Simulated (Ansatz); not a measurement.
# Cu3Sn: the cost of one run

Program: Ansatz 0.2.0. Level of theory: DFT r2SCAN, scalar-relativistic, plane waves, PAW. These are calculated values, not measurements.

2 further runs of the same task are left out: 2 set aside as unsound or not needed. Runs told in other sessions of the task aren't counted.

**1. The structure to begin with**

It takes space group Fm-3m (No. 225, cubic). The conventional cell has a = 6.081 Å, b = 6.081 Å, c = 6.081 Å, α = 90.00°, β = 90.00°, γ = 90.00°. Around Cu (site symmetry m-3m) lie 8 Cu at 2.63 Å. Cu (site symmetry -43m) has 4 Sn at 2.63 Å and 4 Cu at 2.63 Å in its first shell of neighbours. Sn (site symmetry m-3m) is surrounded by 8 Cu at 2.63 Å.

As a file:

```
CELL_PARAMETERS angstrom
-3.04061 -3.04061 0.00000
3.04061 -3.04061 0.00000
0.00000 0.00000 12.16242
ATOMIC_POSITIONS crystal
Cu 0.00000 0.00000 0.25000
Cu 0.50000 0.50000 0.50000
Cu 0.00000 0.00000 0.75000
Cu 0.50000 0.50000 0.00000
Cu 0.50000 0.00000 0.37500
Cu 0.00000 0.50000 0.62500
Cu 0.50000 0.00000 0.87500
Cu 0.00000 0.50000 0.12500
Cu 0.50000 0.00000 0.12500
Cu 0.00000 0.50000 0.37500
Cu 0.50000 0.00000 0.62500
Cu 0.00000 0.50000 0.87500
Sn 0.50000 0.50000 0.25000
Sn 0.00000 0.00000 0.50000
Sn 0.50000 0.50000 0.75000
Sn 0.00000 0.00000 0.00000
```

It goes back to an entry of the Materials Project, which need not be the stable form.

It is built from the cell relaxed beforehand with the same method (14.06 Å³/atom).

**2. The undisturbed cell**

Contents of input.yaml:

```yaml
crystal:
  lattice:
    - [-3.0406060574, -3.0406060574, 0.0]
    - [3.0406060574, -3.0406060574, 0.0]
    - [0.0, 0.0, 12.1624242295]
  atoms:
    - { symbol: Cu, position: [0.0, 0.0, 0.25] }
    - { symbol: Cu, position: [0.5, 0.5, 0.5] }
    - { symbol: Cu, position: [0.0, 0.0, 0.75] }
    - { symbol: Cu, position: [0.5, 0.5, 0.0] }
    - { symbol: Cu, position: [0.5, 0.0, 0.375] }
    - { symbol: Cu, position: [0.0, 0.5, 0.625] }
    - { symbol: Cu, position: [0.5, 0.0, 0.875] }
    - { symbol: Cu, position: [0.0, 0.5, 0.125] }
    - { symbol: Cu, position: [0.5, 0.0, 0.125] }
    - { symbol: Cu, position: [0.0, 0.5, 0.375] }
    - { symbol: Cu, position: [0.5, 0.0, 0.625] }
    - { symbol: Cu, position: [0.0, 0.5, 0.875] }
    - { symbol: Sn, position: [0.5, 0.5, 0.25] }
    - { symbol: Sn, position: [0.0, 0.0, 0.5] }
    - { symbol: Sn, position: [0.5, 0.5, 0.75] }
    - { symbol: Sn, position: [0.0, 0.0, 0.0] }
basis:
  ecutwfc: 500
kpoints:
  mp_grid: { grid: [11, 11, 4] }
hamiltonian:
  xc: r2scan
scf:
  occupations: { method: gaussian, width: 0.15 }
output:
  forces: true
  stress: true
  eigenvalues: true
```

Run with:

```sh
$ ansatz run input.yaml --threads 2 --pin off --max-ram 5120MiB --backend cpu --events-out ev --progress --plain --runs-dir out
```

**Question.** How long does this run take on 2 threads of Oxide Virtual Turin-like (Zen 5), shared host, and how much memory does it need?

About 80 s, with a peak of 2.5 GiB.
